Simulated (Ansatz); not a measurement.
# Cl3H3SiSn: how energies converge with the basis set

The task here is to estimate one member of a computed series from the others.

The runs use Ansatz 0.2.0, Gaussian basis; one geometry, several basis sets.

The runs, in order: PBE0-D4/def2-SVP; ωB97M-V/def2-SVP; PBE0-D4/def2-QZVPP; ωB97M-V/def2-QZVPP; the functionals' def2-TZVPP values are taken from earlier runs.

### The geometry

All runs share one geometry, relaxed beforehand with PBE0-D4 in a triple-zeta def2 set. Sn takes the def2 core potential; no spin-orbit term is included.

SMILES `[SiH3][Sn]([Cl])([Cl])[Cl]`, 8 atoms, charge 0, spin multiplicity 1.

Atoms are counted from 1 here; the program's logs count them from 0.

Bond lengths: Si1–Sn2 2.565 Å, Si1–H6 1.481 Å, Si1–H7 1.481 Å, Si1–H8 1.481 Å, Sn2–Cl3 2.317 Å, Sn2–Cl4 2.316 Å, Sn2–Cl5 2.317 Å. Angles: Sn2–Si1–H6 106.9°, Sn2–Si1–H7 107.0°, Sn2–Si1–H8 107.0°, H6–Si1–H7 111.9°, H6–Si1–H8 111.9°, H7–Si1–H8 111.9°, Si1–Sn2–Cl3 112.8°, Si1–Sn2–Cl4 112.9°, Si1–Sn2–Cl5 112.8°, Cl3–Sn2–Cl4 105.9°, Cl3–Sn2–Cl5 105.9°, Cl4–Sn2–Cl5 105.9°.

Set-up of the first run:

The input, in.yaml:

```yaml
crystal:
  periodic: [false, false, false]
  atoms:
    - {symbol: Si, position_ang: [-1.185061, -0.241230, 0.792186]}
    - {symbol: Sn, position_ang: [0.920010, 0.170234, -0.614565]}
    - {symbol: Cl, position_ang: [2.843657, -0.642511, 0.388158]}
    - {symbol: Cl, position_ang: [0.820387, -0.831620, -2.700807]}
    - {symbol: Cl, position_ang: [1.311745, 2.419107, -1.008935]}
    - {symbol: H, position_ang: [-0.981342, 0.450945, 2.085445]}
    - {symbol: H, position_ang: [-1.310268, -1.706685, 0.964944]}
    - {symbol: H, position_ang: [-2.326928, 0.324661, 0.037874]}
basis:
  gaussian: {orbitals: def2-SVP}
hamiltonian: {xc: pbe0, dispersion: d4}
output: {orbitals: {seedname: orbitals}}
```

Launch:

```console
> ansatz run in.yaml --threads 4 --pin off --events-out ev --progress --plain --max-ram 10444MiB
```

Among the steps run: PBE0-D4 in def2-SVP; ωB97M-V in def2-SVP; PBE0-D4 in def2-QZVPP; ωB97M-V in def2-QZVPP.

One table of the session follows, with a row left open; its other results are not shown here.

It belongs to the step «Density functionals: the series». 

| functional | basis | HOMO (eV) | LUMO (eV) |
| --- | --- | --- | --- |
| PBE0-D4 | def2-SVP | -8.59 | -2.04 |
| PBE0-D4 | def2-TZVPP | -8.68 | -2.19 |
| PBE0-D4 | def2-QZVPP | ? | ? |
| ωB97M-V | def2-SVP | -10.53 | 0.00 |
| ωB97M-V | def2-TZVPP | -10.67 | -0.26 |
| ωB97M-V | def2-QZVPP | -10.69 | -0.37 |

**Question.** Estimate the row for PBE0-D4, def2-QZVPP.

**Answer.** HOMO (eV): -8.69; LUMO (eV): -2.22. In the column «HOMO (eV)» it lies between ωB97M-V, def2-SVP (-10.53) and PBE0-D4, def2-TZVPP (-8.68).
